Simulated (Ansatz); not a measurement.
# CH₇NOSi₂: up Jacob's ladder to CCSD(T)

The task here is to estimate one member of a computed series from the others.

Computed with Ansatz 0.2.0, Gaussian basis. Level: functionals in def2-TZVPP, the program's frozen cores in correlated methods.

The runs, in order: LDA (SPW92), PBE-D4, revPBE-D4, BLYP-D4, r2SCAN-D4, B97M-V, PBE0-D4, B3LYP-D4, r2SCANh-D4, r2SCAN0-D4, HSE06-D4, BHLYP-D4, CAM-B3LYP-D4, LC-ωPBE, ωB97X-V, ωB97M-V, B2PLYP, PBE-QIDH; CCSD(T)/def2-SVP; CCSD(T)/def2-TZVPP; MP2/def2-QZVPP; extrapolation to the limit; RPA on PBE.

## Structure used throughout

The geometry comes from an earlier relaxation with PBE0-D4 in a triple-zeta def2 set; it is a stationary point, not always the lowest conformer.

SMILES `N[C@H]1O[Si@@H]1[SiH3]`, 12 atoms, charge 0, spin multiplicity 1.

Atoms are counted from 1 here; the program's logs count them from 0.

Bond lengths: N1–C2 1.401 Å, N1–H6 1.013 Å, N1–H7 1.010 Å, C2–O3 1.498 Å, C2–Si4 1.821 Å, C2–H8 1.088 Å, O3–Si4 1.668 Å, Si4–Si5 2.333 Å, Si4–H9 1.489 Å, Si5–H10 1.488 Å, Si5–H11 1.485 Å, Si5–H12 1.487 Å. Angles: C2–N1–H6 112.4°, C2–N1–H7 113.6°, H6–N1–H7 109.2°, N1–C2–O3 117.8°, N1–C2–Si4 125.7°, N1–C2–H8 112.0°, O3–C2–Si4 59.4°, O3–C2–H8 109.3°, Si4–C2–H8 119.6°, C2–O3–Si4 70.0°, C2–Si4–O3 50.6°, C2–Si4–Si5 124.1°, C2–Si4–H9 117.6°, O3–Si4–Si5 118.1°, O3–Si4–H9 115.3°, Si5–Si4–H9 114.9°, Si4–Si5–H10 109.3°, Si4–Si5–H11 109.3° and more.

Coordinates:

```xyz
12

N    -0.55803   -0.64368    2.40340
C     0.10316   -0.60269    1.16865
O    -0.45529   -1.42539    0.04838
Si   -0.52211    0.19380   -0.34481
Si    0.83818    0.96230   -2.07782
H    -0.47563   -1.54679    2.85510
H    -1.53327   -0.38682    2.34828
H     1.16762   -0.80707    1.26833
H    -1.87824    0.80589   -0.29298
H     0.88728    2.44871   -2.04340
H     2.20813    0.41482   -1.90525
H     0.29529    0.53162   -3.39387
```

The first run:

in.yaml reads:

```yaml
crystal:
  periodic: [false, false, false]
  atoms:
    - {symbol: N, position_ang: [-0.558026, -0.643683, 2.403395]}
    - {symbol: C, position_ang: [0.103161, -0.602689, 1.168651]}
    - {symbol: O, position_ang: [-0.455289, -1.425387, 0.048385]}
    - {symbol: Si, position_ang: [-0.522113, 0.193799, -0.344813]}
    - {symbol: Si, position_ang: [0.838185, 0.962296, -2.077821]}
    - {symbol: H, position_ang: [-0.475632, -1.546788, 2.855100]}
    - {symbol: H, position_ang: [-1.533270, -0.386822, 2.348276]}
    - {symbol: H, position_ang: [1.167617, -0.807069, 1.268330]}
    - {symbol: H, position_ang: [-1.878241, 0.805894, -0.292981]}
    - {symbol: H, position_ang: [0.887282, 2.448710, -2.043404]}
    - {symbol: H, position_ang: [2.208134, 0.414823, -1.905250]}
    - {symbol: H, position_ang: [0.295291, 0.531618, -3.393867]}
basis:
  gaussian: {orbitals: def2-TZVPP}
hamiltonian: {xc: lda}
output: {orbitals: {seedname: orbitals}}
```

Steps of the session up to this table: LDA; PBE-D4 (GGA); revPBE-D4 (GGA); BLYP-D4 (GGA); r2SCAN-D4 (meta-GGA); B97M-V (meta-GGA); PBE0-D4 (hybrid); B3LYP-D4 (hybrid); r2SCANh-D4 (hybrid); r2SCAN0-D4 (hybrid); HSE06-D4 (hybrid); BHLYP-D4 (hybrid); CAM-B3LYP-D4 (range-separated); LC-ωPBE (range-separated); ωB97X-V (range-separated); ωB97M-V (range-separated); B2PLYP (double hybrid); PBE-QIDH (double hybrid).

One of the session's tables, all rows but one given; the rest of the session is left out.

It belongs to the step «Frontier levels by functional». 

```
  functional  HOMO (eV)  gap (eV)
 LDA (SPW92)      -5.79      3.86
      PBE-D4      -5.64      3.88
   revPBE-D4      -5.57      3.90
     BLYP-D4      -5.50      3.89
   r2SCAN-D4      -5.87      4.30
      B97M-V      -5.99      4.29
     PBE0-D4      -6.90      5.95
    B3LYP-D4      -6.68      5.54
  r2SCANh-D4      -6.35      5.07
  r2SCAN0-D4      -7.07      6.21
    HSE06-D4      -6.50      5.18
    BHLYP-D4      -8.07      8.01
CAM-B3LYP-D4          ?         ?
     LC-ωPBE      -9.56     10.74
     ωB97X-V      -9.21     10.29
     ωB97M-V      -9.11      9.95
```

Q: Estimate the row for CAM-B3LYP-D4 from the others.

The run gave: HOMO (eV): -8.24; gap (eV): 8.33. In the column «HOMO (eV)» it lies between ωB97M-V (-9.11) and BHLYP-D4 (-8.07).
